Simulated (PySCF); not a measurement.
**C3H8BFO: electronic excitations at several levels of theory**

How much do the electronic excitations of C3H8BFO (`[BH3-][O+]1CC[C@@H]1F`) depend on the level of theory, and what does each level cost?

Programs: PySCF 2.14.0, with density-fitted response routines of our own. Each step states its level of theory. These are calculated values for one molecule in the gas phase, unless marked as measured. Atoms are numbered from 0 throughout.

## 1. The molecule as given

14 atoms, charge 0, multiplicity 1; geometry from: GFN2-xTB. The atoms were then displaced at random by about 0.01 Å, so the start is not that level's minimum.

Bonds of the start (Å): B0–O1 1.67, O1–C2 1.45, C2–C3 1.49, C3–C4 1.51, C4–F5 1.36, C4–O1 1.41, B0–H6 1.19, B0–H7 1.21, B0–H8 1.17, C2–H9 1.10, C2–H10 1.08, C3–H11 1.11, C3–H12 1.11, C4–H13 1.08.

## 2. Relaxing the molecule at PBE0-D3(BJ)/def2-SVP

Job settings and geometry (Å):

```
{"job": {"xc": "PBE0", "basis": "def2-SVP", "d3": "d3bj", "grid": 1, "shake": 0.01, "kind": "geom"}, "charge": 0, "multiplicity": 1}
B      1.888790    -0.291800     0.068520
O      0.357920     0.174170     0.553830
C     -0.383000     1.096060    -0.293310
C     -1.513360     0.131480    -0.352100
C     -0.653810    -0.807370     0.458030
F     -1.136820    -1.087250     1.702050
H      1.742890    -0.680430    -1.048610
H      2.497250     0.748860     0.131020
H      2.176300    -1.087690     0.871400
H     -0.531180     2.044070     0.239830
H      0.148810     1.258060    -1.219860
H     -2.428700     0.447190     0.199160
H     -1.843790    -0.222380    -1.345690
H     -0.328460    -1.738060     0.027970
```

On the command line:

```
$ OMP_NUM_THREADS=1 python probes_run.py task.json out
```

One launch serves the whole session: the jobs run in the order shown.

Log:

```text
step   0  E = -318.40047509  max force = 0.041309
step   1  E = -318.40594302  max force = 0.008571
step   2  E = -318.40617855  max force = 0.001688
step   3  E = -318.40620769  max force = 0.000912
step   4  E = -318.40623109  max force = 0.002070
step   5  E = -318.40625102  max force = 0.002524
step   6  E = -318.40626614  max force = 0.001632
step   7  E = -318.40627519  max force = 0.000611
step   8  E = -318.40627833  max force = 0.000371
optimisation converged
```

It took 72 s on 1 thread of Arm Neoverse N1, shared host; peak memory 0.5 GiB.

Relaxation path:

| step | energy from step 0 (eV) | largest force component (eV/Å) |
| --- | --- | --- |
| 0 | 0.0000 | 2.1242 |
| 1 | -0.1488 | 0.4407 |
| 2 | -0.1552 | 0.0868 |
| 3 | -0.1560 | 0.0469 |
| 4 | -0.1566 | 0.1064 |
| 5 | -0.1572 | 0.1298 |
| 6 | -0.1576 | 0.0839 |
| 7 | -0.1578 | 0.0314 |
| 8 | -0.1579 | 0.0191 |

Distances of close pairs at the start and the end, largest changes first:

| bond | before (Å) | after (Å) | change (Å) |
| --- | --- | --- | --- |
| B0–H8 | 1.166 | 1.219 | +0.052 |
| B0–O1 | 1.672 | 1.628 | -0.044 |
| C2–C3 | 1.487 | 1.528 | +0.041 |
| B0–H6 | 1.192 | 1.229 | +0.037 |
| C4–F5 | 1.364 | 1.335 | -0.029 |
| C4–H13 | 1.076 | 1.101 | +0.026 |
| O1–C4 | 1.413 | 1.433 | +0.020 |
| C2–H10 | 1.081 | 1.099 | +0.018 |

The final coordinates are the input of the step that follows.

| at the end point | value |
| --- | --- |
| point group (found at 0.08 Å tolerance) | C1 |
| rotational constants (GHz, main isotopes) | 4.963, 3.544, 2.353 |
| dipole moment (D) | 5.57 |

## 3. TDDFT and polarisability: PBE0/def2-SVP

Job settings and geometry (Å):

```
{"job": {"kind": "uv", "xc": "PBE0", "basis": "def2-SVP"}, "charge": 0, "multiplicity": 1}
B      2.581361     0.257342     0.141934
O      1.023420     0.586728     0.482353
C      0.252749     1.487783    -0.356810
C     -0.931259     0.523371    -0.306747
C      0.022166    -0.435185     0.395451
F     -0.346656    -0.841235     1.612049
H      2.543450    -0.125506    -1.025507
H      3.139137     1.328390     0.303994
H      2.863092    -0.608151     0.952059
H      0.147909     2.467888     0.125758
H      0.743793     1.583776    -1.334879
H     -1.744650     0.836692     0.360083
H     -1.332358     0.182958    -1.268468
H      0.412368    -1.292408    -0.175256
```

Method: TDDFT PBE0/def2-SVP, vertical, gas phase, core orbitals frozen in the response.

Log:

```text
coarse grid: 11480 points
cycle   1  E = -318.2629653211  dE =  6.896e-01  |g| = 6.175e-01  |ddm| = 3.606e+00
cycle   2  E = -318.2163274764  dE =  4.664e-02  |g| = 8.379e-01  |ddm| = 1.267e+00
cycle   3  E = -318.3431077617  dE = -1.268e-01  |g| = 7.289e-02  |ddm| = 7.013e-01
cycle   4  E = -318.3441065427  dE = -9.988e-04  |g| = 2.937e-02  |ddm| = 8.165e-02
cycle   5  E = -318.3442840119  dE = -1.775e-04  |g| = 8.883e-03  |ddm| = 2.823e-02
cycle   6  E = -318.3442985052  dE = -1.449e-05  |g| = 2.867e-03  |ddm| = 9.750e-03
cycle   7  E = -318.3443000796  dE = -1.574e-06  |g| = 5.978e-04  |ddm| = 2.862e-03
final grid: 110624 points
cycle   8  E = -318.3977191749  dE = -2.662e-05  |g| = 1.123e-02  |ddm| = 2.760e-02
cycle   9  E = -318.3976929143  dE =  2.626e-05  |g| = 1.660e-02  |ddm| = 1.853e-02
cycle  10  E = -318.3977438223  dE = -5.091e-05  |g| = 1.263e-03  |ddm| = 1.106e-02
cycle  11  E = -318.3977442281  dE = -4.058e-07  |g| = 2.581e-04  |ddm| = 1.521e-03
cycle  12  E = -318.3977442390  dE = -1.082e-08  |g| = 9.194e-05  |ddm| = 2.987e-04
cycle  13  E = -318.3977442404  dE = -1.442e-09  |g| = 1.838e-05  |ddm| = 8.851e-05
cycle  14  E = -318.3977442405  dE = -5.980e-11  |g| = 4.729e-06  |ddm| = 1.991e-05
converged SCF energy = -318.3977442405

Static polarisability (au): isotropic 49.769, principal 44.872 51.045 53.391

Singlet excitations
state   eV       nm        f      main configurations
  1   7.3943    167.7   0.00396   H->L 0.96
  2   7.6956    161.1   0.00244   H-1->L 0.96
  3   8.2465    150.3   0.01621   H->L+1 0.72, H->L+2 0.23
  4   8.3053    149.3   0.00867   H->L+2 0.75, H->L+1 0.23
  5   8.5517    145.0   0.00600   H-1->L+1 0.69, H-1->L+2 0.27
  6   8.6147    143.9   0.00707   H-1->L+2 0.72, H-1->L+1 0.26
  7   9.0947    136.3   0.01516   H->L+3 0.87
  8   9.2000    134.8   0.00389   H-2->L 0.83
  9   9.5256    130.2   0.04905   H-1->L+3 0.93
 10   9.6975    127.9   0.02711   H->L+4 0.77, H->L+5 0.15

Triplet excitations (Tamm-Dancoff, eV): 7.0428 7.3420 8.0902 8.2091
```

It took 22 s on 1 thread of Arm Neoverse N1, shared host; peak memory 0.67 GiB.

Frontier orbitals and where they lie:

| orbital | eV | atoms |
| --- | --- | --- |
| HOMO−3 | -10.61 | F5 17 %, B0 14 %, O1 13 % |
| HOMO−2 | -9.82 | O1 28 %, C4 10 %, F5 10 % |
| HOMO−1 | -8.02 | B0 48 %, H8 25 %, H7 23 % |
| HOMO | -7.77 | B0 42 %, H6 31 %, H7 9 % |
| LUMO | 1.04 | C2 23 %, B0 18 %, O1 13 % |
| LUMO+1 | 1.50 | H11 23 %, H9 19 %, C2 15 % |
| LUMO+2 | 1.58 | H12 23 %, C4 13 %, H13 13 % |

With each of the 10 states as a Gaussian band of 0.4 eV half-width at 1/e, the curve within the window shown has maxima at 148 nm (ε 1,400), 130 nm (ε 3,200) L/(mol cm). Beyond the last state computed it falls off for lack of states. The curve at chosen wavelengths:

```csv
nm,ε (L/mol/cm)
124,1126
126,2076
129,3119
131,3087
133,2591
136,1694
138,1287
140,1090
143,1119
145,1246
147,1349
150,1304
152,1130
154,896
156,665
159,418
161,329
163,283
166,246
168,221
170,189
173,133
175,98
177,67
180,34
182,20
```

Ground-state properties from the same run:

| property | computed |
| --- | --- |
| dipole moment (D) | 5.57 |
| polarisability (Å³) | 7.38 |
| HOMO–LUMO gap (eV) | 8.80 |
| −ε(HOMO) (eV) | 7.77 |

## 4. TDDFT and polarisability: PBE0/def2-TZVP

The job, as its differences from that of step 3:

```diff
@@ -1,2 +1,2 @@
-{"job": {"kind": "uv", "xc": "PBE0", "basis": "def2-SVP"}, "charge": 0, "multiplicity": 1}
+{"job": {"kind": "uv", "xc": "PBE0", "basis": "def2-TZVP"}, "charge": 0, "multiplicity": 1}
 B      2.581361     0.257342     0.141934
```

Level: TDDFT PBE0/def2-TZVP, vertical, gas phase, core orbitals frozen in the response.

Log:

```text
coarse grid: 11480 points
cycle   1  E = -318.6821203245  dE =  7.220e-01  |g| = 6.396e-01  |ddm| = 2.607e+00
cycle   2  E = -318.6269270025  dE =  5.519e-02  |g| = 8.983e-01  |ddm| = 9.693e-01
cycle   3  E = -318.7619358963  dE = -1.350e-01  |g| = 8.687e-02  |ddm| = 5.465e-01
cycle   4  E = -318.7632158255  dE = -1.280e-03  |g| = 3.762e-02  |ddm| = 7.297e-02
cycle   5  E = -318.7634779891  dE = -2.622e-04  |g| = 1.124e-02  |ddm| = 2.613e-02
cycle   6  E = -318.7634994544  dE = -2.147e-05  |g| = 3.501e-03  |ddm| = 9.168e-03
cycle   7  E = -318.7635016450  dE = -2.191e-06  |g| = 7.147e-04  |ddm| = 2.661e-03
final grid: 110624 points
cycle   8  E = -318.7613657167  dE = -7.135e-05  |g| = 1.210e-02  |ddm| = 5.034e-02
cycle   9  E = -318.7613358266  dE =  2.989e-05  |g| = 1.807e-02  |ddm| = 1.440e-02
cycle  10  E = -318.7613910013  dE = -5.517e-05  |g| = 1.616e-03  |ddm| = 9.222e-03
cycle  11  E = -318.7613915975  dE = -5.961e-07  |g| = 3.607e-04  |ddm| = 1.605e-03
cycle  12  E = -318.7613916193  dE = -2.185e-08  |g| = 1.555e-04  |ddm| = 3.258e-04
cycle  13  E = -318.7613916231  dE = -3.802e-09  |g| = 2.924e-05  |ddm| = 1.161e-04
cycle  14  E = -318.7613916232  dE = -1.270e-10  |g| = 7.035e-06  |ddm| = 2.399e-05
converged SCF energy = -318.7613916232

Static polarisability (au): isotropic 56.429, principal 50.231 57.303 61.753

Singlet excitations
state   eV       nm        f      main configurations
  1   7.1770    172.8   0.00490   H->L 0.94
  2   7.4848    165.6   0.00435   H-1->L 0.94
  3   7.7523    159.9   0.01769   H->L+1 0.93
  4   8.0390    154.2   0.00522   H->L+2 0.97
  5   8.0780    153.5   0.01309   H-1->L+1 0.93
  6   8.3726    148.1   0.00787   H-1->L+2 0.96
  7   8.5160    145.6   0.00596   H->L+3 0.93
  8   8.8621    139.9   0.00478   H-2->L 0.74, H-1->L+3 0.11, H-2->L+1 0.09
  9   8.9166    139.0   0.03605   H-1->L+3 0.83, H-2->L 0.09
 10   9.0242    137.4   0.05007   H->L+4 0.85

Triplet excitations (Tamm-Dancoff, eV): 6.8491 7.1475 7.6209 7.9260
```

Wall time 57 s (1 thread of Arm Neoverse N1, shared host); peak memory 0.91 GiB.

This run: HOMO -7.89 eV, LUMO 0.67 eV; lowest singlet 7.18 eV.

## 5. Excited states and response: PBE0/aug-cc-pVDZ

The job, as its differences from that of step 4:

```diff
@@ -1,2 +1,2 @@
-{"job": {"kind": "uv", "xc": "PBE0", "basis": "def2-TZVP"}, "charge": 0, "multiplicity": 1}
+{"job": {"kind": "uv", "xc": "PBE0", "basis": "aug-cc-pVDZ"}, "charge": 0, "multiplicity": 1}
 B      2.581361     0.257342     0.141934
```

With the program's defaults for keys left out, this is: TDDFT PBE0/aug-cc-pVDZ, vertical, gas phase, core orbitals frozen in the response.

Log:

```text
coarse grid: 11480 points
cycle   1  E = -318.5868818229  dE =  7.511e-01  |g| = 5.893e-01  |ddm| = 1.119e+01
cycle   2  E = -318.5411915068  dE =  4.569e-02  |g| = 8.129e-01  |ddm| = 2.622e+00
cycle   3  E = -318.6612760588  dE = -1.201e-01  |g| = 8.280e-02  |ddm| = 1.487e+00
cycle   4  E = -318.6625404205  dE = -1.264e-03  |g| = 3.232e-02  |ddm| = 2.498e-01
cycle   5  E = -318.6627425105  dE = -2.021e-04  |g| = 1.027e-02  |ddm| = 8.868e-02
cycle   6  E = -318.6627620752  dE = -1.956e-05  |g| = 3.127e-03  |ddm| = 3.346e-02
cycle   7  E = -318.6627639356  dE = -1.860e-06  |g| = 6.452e-04  |ddm| = 8.839e-03
final grid: 110624 points
cycle   8  E = -318.6730130885  dE = -3.308e-05  |g| = 1.113e-02  |ddm| = 2.587e-01
cycle   9  E = -318.6729882197  dE =  2.487e-05  |g| = 1.637e-02  |ddm| = 6.627e-02
cycle  10  E = -318.6730374881  dE = -4.927e-05  |g| = 1.444e-03  |ddm| = 2.685e-02
cycle  11  E = -318.6730380107  dE = -5.225e-07  |g| = 2.965e-04  |ddm| = 6.420e-03
cycle  12  E = -318.6730380253  dE = -1.459e-08  |g| = 1.175e-04  |ddm| = 6.487e-04
cycle  13  E = -318.6730380276  dE = -2.288e-09  |g| = 2.494e-05  |ddm| = 3.378e-04
cycle  14  E = -318.6730380277  dE = -1.069e-10  |g| = 6.337e-06  |ddm| = 1.091e-04
converged SCF energy = -318.6730380277

Static polarisability (au): isotropic 59.516, principal 53.048 60.476 65.022

Singlet excitations
state   eV       nm        f      main configurations
  1   6.7404    183.9   0.02178   H->L 0.92
  2   7.0005    177.1   0.00413   H->L+3 0.63, H->L+1 0.15, H->L+4 0.08
  3   7.0648    175.5   0.01354   H-1->L 0.88
  4   7.1633    173.1   0.00114   H->L+1 0.80, H->L+3 0.12
  5   7.3195    169.4   0.00794   H-1->L+3 0.69, H-1->L+1 0.09, H-1->L+4 0.08
  6   7.4190    167.1   0.01130   H->L+2 0.86
  7   7.4829    165.7   0.00689   H-1->L+1 0.84
  8   7.6639    161.8   0.02543   H->L+4 0.80, H->L+3 0.10
  9   7.7337    160.3   0.01238   H-1->L+2 0.88
 10   7.9334    156.3   0.03836   H-1->L+4 0.81

Triplet excitations (Tamm-Dancoff, eV): 6.5944 6.7909 6.9559 7.1076
```

Wall time 49 s (1 thread of Arm Neoverse N1, shared host); peak memory 0.8 GiB.

This run: HOMO -7.88 eV, LUMO -0.32 eV; lowest singlet 6.74 eV.

## 6. Ultraviolet spectrum: PBE0/def2-TZVPD

The job, as its differences from that of step 5:

```diff
@@ -1,2 +1,2 @@
-{"job": {"kind": "uv", "xc": "PBE0", "basis": "aug-cc-pVDZ"}, "charge": 0, "multiplicity": 1}
+{"job": {"kind": "uv", "xc": "PBE0", "basis": "def2-TZVPD"}, "charge": 0, "multiplicity": 1}
 B      2.581361     0.257342     0.141934
```

Method: TDDFT PBE0/def2-TZVPD, vertical, gas phase, core orbitals frozen in the response.

Log:

```text
coarse grid: 11480 points
cycle   1  E = -318.6833455896  dE =  7.229e-01  |g| = 6.391e-01  |ddm| = 3.408e+00
cycle   2  E = -318.6276655109  dE =  5.568e-02  |g| = 8.997e-01  |ddm| = 1.493e+00
cycle   3  E = -318.7631660429  dE = -1.355e-01  |g| = 8.763e-02  |ddm| = 6.592e-01
cycle   4  E = -318.7644641580  dE = -1.298e-03  |g| = 3.771e-02  |ddm| = 1.197e-01
cycle   5  E = -318.7647288702  dE = -2.647e-04  |g| = 1.119e-02  |ddm| = 3.935e-02
cycle   6  E = -318.7647501404  dE = -2.127e-05  |g| = 3.566e-03  |ddm| = 1.289e-02
cycle   7  E = -318.7647523989  dE = -2.259e-06  |g| = 7.286e-04  |ddm| = 3.346e-03
final grid: 110624 points
cycle   8  E = -318.7626254524  dE = -7.530e-05  |g| = 1.211e-02  |ddm| = 2.496e-01
cycle   9  E = -318.7625954172  dE =  3.004e-05  |g| = 1.810e-02  |ddm| = 2.372e-02
cycle  10  E = -318.7626507319  dE = -5.531e-05  |g| = 1.623e-03  |ddm| = 1.342e-02
cycle  11  E = -318.7626513327  dE = -6.008e-07  |g| = 3.641e-04  |ddm| = 2.354e-03
cycle  12  E = -318.7626513549  dE = -2.228e-08  |g| = 1.587e-04  |ddm| = 5.116e-04
cycle  13  E = -318.7626513589  dE = -3.959e-09  |g| = 3.041e-05  |ddm| = 1.410e-04
cycle  14  E = -318.7626513590  dE = -1.373e-10  |g| = 7.234e-06  |ddm| = 4.475e-05
converged SCF energy = -318.7626513590

Static polarisability (au): isotropic 59.331, principal 52.942 60.211 64.842

Singlet excitations
state   eV       nm        f      main configurations
  1   6.9891    177.4   0.02978   H->L 0.61, H->L+1 0.20, H->L+2 0.17
  2   7.1119    174.3   0.00117   H->L+1 0.39, H->L 0.35, H->L+2 0.19
  3   7.2938    170.0   0.01837   H-1->L 0.53, H-1->L+1 0.24, H-1->L+2 0.19
  4   7.4265    166.9   0.00519   H-1->L 0.44, H-1->L+1 0.29, H-1->L+2 0.16
  5   7.4626    166.1   0.00407   H->L+2 0.55, H->L+1 0.35
  6   7.7497    160.0   0.01927   H->L+3 0.78
  7   7.7915    159.1   0.01731   H-1->L+2 0.47, H-1->L+1 0.34, H->L+3 0.12
  8   7.9320    156.3   0.01579   H->L+4 0.81
  9   8.0383    154.2   0.03751   H-1->L+3 0.80, H-1->L+4 0.11
 10   8.2107    151.0   0.02217   H-1->L+4 0.80, H-1->L+3 0.13

Triplet excitations (Tamm-Dancoff, eV): 6.7171 6.9820 7.0351 7.3313
```

Wall time 86 s (1 thread of Arm Neoverse N1, shared host); peak memory 1.1 GiB.

In short: HOMO -7.90 eV, LUMO 0.01 eV; lowest singlet 6.99 eV.

## 7. Ultraviolet spectrum: PBE0/6-31+G*

The job, as its differences from that of step 6:

```diff
@@ -1,2 +1,2 @@
-{"job": {"kind": "uv", "xc": "PBE0", "basis": "def2-TZVPD"}, "charge": 0, "multiplicity": 1}
+{"job": {"kind": "uv", "xc": "PBE0", "basis": "6-31+G*"}, "charge": 0, "multiplicity": 1}
 B      2.581361     0.257342     0.141934
```

With the program's defaults for keys left out, this is: TDDFT PBE0/6-31+G*, vertical, gas phase, core orbitals frozen in the response.

Log:

```text
coarse grid: 11480 points
cycle   1  E = -318.6004987189  dE =  7.348e-01  |g| = 5.750e-01  |ddm| = 3.218e+00
cycle   2  E = -318.5598984261  dE =  4.060e-02  |g| = 7.849e-01  |ddm| = 2.159e+00
cycle   3  E = -318.6731997799  dE = -1.133e-01  |g| = 8.002e-02  |ddm| = 9.145e-01
cycle   4  E = -318.6743900821  dE = -1.190e-03  |g| = 3.060e-02  |ddm| = 1.929e-01
cycle   5  E = -318.6745757184  dE = -1.856e-04  |g| = 9.369e-03  |ddm| = 3.337e-02
cycle   6  E = -318.6745919488  dE = -1.623e-05  |g| = 2.991e-03  |ddm| = 1.447e-02
cycle   7  E = -318.6745936231  dE = -1.674e-06  |g| = 6.351e-04  |ddm| = 3.306e-03
final grid: 110624 points
cycle   8  E = -318.6426153655  dE = -2.213e-05  |g| = 1.131e-02  |ddm| = 4.148e-02
cycle   9  E = -318.6425898055  dE =  2.556e-05  |g| = 1.661e-02  |ddm| = 2.203e-02
cycle  10  E = -318.6426408310  dE = -5.103e-05  |g| = 1.366e-03  |ddm| = 1.225e-02
cycle  11  E = -318.6426413045  dE = -4.735e-07  |g| = 2.728e-04  |ddm| = 2.047e-03
cycle  12  E = -318.6426413165  dE = -1.203e-08  |g| = 1.064e-04  |ddm| = 2.943e-04
cycle  13  E = -318.6426413183  dE = -1.838e-09  |g| = 2.211e-05  |ddm| = 1.579e-04
cycle  14  E = -318.6426413184  dE = -9.027e-11  |g| = 5.672e-06  |ddm| = 4.195e-05
converged SCF energy = -318.6426413184

Static polarisability (au): isotropic 54.829, principal 49.653 55.890 58.944

Singlet excitations
state   eV       nm        f      main configurations
  1   7.0565    175.7   0.00056   H->L 0.58, H->L+2 0.25, H->L+1 0.11
  2   7.1046    174.5   0.03060   H->L+2 0.46, H->L 0.37, H->L+1 0.14
  3   7.3645    168.4   0.00383   H-1->L+2 0.46, H->L+1 0.16, H-1->L+1 0.16
  4   7.3894    167.8   0.00882   H-1->L 0.56, H->L+1 0.31, H->L+2 0.10
  5   7.4368    166.7   0.01685   H-1->L 0.29, H-1->L+2 0.28, H->L+1 0.25
  6   7.7263    160.5   0.00449   H-1->L+1 0.61, H-1->L+2 0.18, H->L+3 0.15
  7   7.7900    159.2   0.02013   H->L+3 0.79, H-1->L+1 0.12
  8   8.0474    154.1   0.02357   H->L+4 0.69, H-1->L+3 0.14
  9   8.0716    153.6   0.01516   H-1->L+3 0.77, H->L+4 0.12
 10   8.2901    149.6   0.05218   H-1->L+4 0.54, H->L+5 0.24

Triplet excitations (Tamm-Dancoff, eV): 6.8020 6.9805 7.1090 7.3317
```

Wall time 22 s (1 thread of Arm Neoverse N1, shared host); peak memory 0.7 GiB.

In short: HOMO -7.88 eV, LUMO 0.05 eV; lowest singlet 7.06 eV.

## 8. Side by side: electronic excitations

Excitations and ground-state properties, with basis size and wall time:

| run | lowest singlet (eV) | brightest (eV) | f | gap (eV) | α (Å³) | μ (D) | functions | time |
| --- | --- | --- | --- | --- | --- | --- | --- | --- |
| PBE0/def2-SVP | 7.39 | 9.53 | 0.049 | 8.80 | 7.38 | 5.57 | 124 | 22 s |
| PBE0/def2-TZVP | 7.18 | 9.02 | 0.050 | 8.56 | 8.36 | 5.41 | 234 | 57 s |
| PBE0/aug-cc-pVDZ | 6.74 | 7.93 | 0.038 | 7.55 | 8.82 | 5.37 | 210 | 49 s |
| PBE0/def2-TZVPD | 6.99 | 8.04 | 0.038 | 7.92 | 8.79 | 5.37 | 300 | 86 s |
| PBE0/6-31+G* | 7.06 | 8.29 | 0.052 | 7.94 | 8.12 | 5.53 | 124 | 22 s |

## 9. Summary of results

```
                                quantity                        value
                             point group                           C1
    rotational constants (main isotopes)         4.96, 3.54, 2.35 GHz
          lowest singlet (PBE0/def2-SVP)  7.39 eV (168 nm), f = 0.004
brightest single state of those computed  state 9, 9.53 eV, f = 0.049
                          lowest triplet                      7.04 eV
             range of the lowest singlet              6.74 to 7.39 eV
```

What this shows: Single values in the summary come from the first sound run of each kind (PBE0/def2-SVP), which need not be the best level. The start of the PBE0/def2-SVP relaxation was shaken at random by about 0.01 Å, so part of the energy gained, and of the first lengths quoted, undoes that. The optimisation took 8 steps and gained 0.158 eV; among the close pairs (by a distance rule), B0–H8 changed most, from 1.166 to 1.219 Å. The first singlet state (HOMO→LUMO 0.96) lies at 7.39 eV and is weak; of the 10 states computed, the strongest absorption comes from state 9 at 9.53 eV. The lowest triplet lies 0.35 eV below the lowest singlet (triplets in Tamm-Dancoff, singlets in full TDDFT). At PBE0/def2-SVP, states above −ε(HOMO) (7.77 eV) lie where TDDFT describes them poorly and they hang on the basis; the brightest is among them. The basis of PBE0/def2-SVP has no diffuse functions, so Rydberg states are missing and the high states are unreliable. The lowest singlet runs from 6.74 eV (PBE0/aug-cc-pVDZ) to 7.39 eV (PBE0/def2-SVP), while the orbital gap spans 7.55 to 8.80 eV. The lowest state need not be the same one in every run. The runs solved for a few states only, so the brightest column depends on that window.
